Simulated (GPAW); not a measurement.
A run of GPAW 26.7.0:

run.py

```python
from ase import Atoms
from ase.dft.bandgap import bandgap
from ase.io import write
from ase.units import GPa
from ase.parallel import parprint
from gpaw import GPAW, PW

atoms = Atoms(['Cs', 'Li', 'Cr', 'Cr', 'Te', 'Te', 'S', 'S', 'S'],
              cell=[[3.6035792099, 0.0, 0.0],
                    [-1.801789605, 3.1207911404, 0.0],
                    [0.0, 0.0, 19.06651]],
              scaled_positions=[[0.0, 0.0, 0.37399],
                                [0.6666666667, 0.3333333333, 0.01607],
                                [0.0, 0.0, 0.86637],
                                [0.3333333333, 0.6666666667, 0.16833],
                                [0.3333333333, 0.6666666667, 0.53891],
                                [0.6666666667, 0.3333333333, 0.77276],
                                [0.0, 0.0, 0.1003],
                                [0.3333333333, 0.6666666667, 0.9292],
                                [0.6666666667, 0.3333333333, 0.23408]],
              pbc=True)
atoms.set_initial_magnetic_moments([0.0, 0.0, 3.0, 3.0, 0.0, 0.0, 0.0, 0.0, 0.0])

calc = GPAW(mode=PW(800),
            xc='PBE',
            kpts={'size': (6, 6, 1), 'gamma': True},
            occupations={'name': 'fermi-dirac', 'width': 0.05},
            setups={'Cr': ':d,4.0'},
            nbands=49,
            convergence={'density': 1e-05, 'energy': 1e-05},
            maxiter=150,
            txt='gpaw.txt')
atoms.calc = calc
energy = atoms.get_potential_energy()
forces = atoms.get_forces()
stress = atoms.get_stress()
calc.write('gs.gpw')
write('result.traj', atoms)
parprint(f'Energy: {energy:.6f} eV')
parprint('Forces (eV/A):')
parprint(forces.round(4))
parprint('Stress (GPa):', (stress / GPa).round(3))
parprint('Moments:', calc.get_magnetic_moments().round(3))
parprint('Fermi level:', round(calc.get_fermi_level(), 4), 'eV')
parprint(f'Gap: {bandgap(calc)[0]:.4f} eV, direct: {bandgap(calc, direct=True)[0]:.4f} eV')

path = atoms.cell.bandpath('GMKGALHA,LM,KH', npoints=60, eps=1e-4)
bs_calc = calc.fixed_density(kpts=path, symmetry='off', nbands=83,
                             convergence={'bands': 'CBM+6.0', 'eigenstates': 1e-6}, txt='bands.txt')
bs = bs_calc.band_structure()
bs.write('bs.json')
parprint(f'Gap on the path: {bandgap(bs_calc)[0]:.4f} eV')
```

Potentials or basis: GPAW PAW data sets (gpaw-data 1.2.1), pw.

The run is started by

```bash
$ OMP_NUM_THREADS=1 mpirun -n 4 gpaw python run.py
```

Hardware: 4 MPI ranks on Intel(R) Xeon(R) 6975P-C (Granite Rapids), with other jobs on the host.

Problem. How long does it take, and how much memory?

Solution. Run time: 7.2 min on 4 MPI ranks on Intel(R) Xeon(R) 6975P-C (Granite Rapids) (shared host), peak memory 1 GiB a rank. Counts: scf iterations 37, plane waves 11063, bands 49, k points 7.
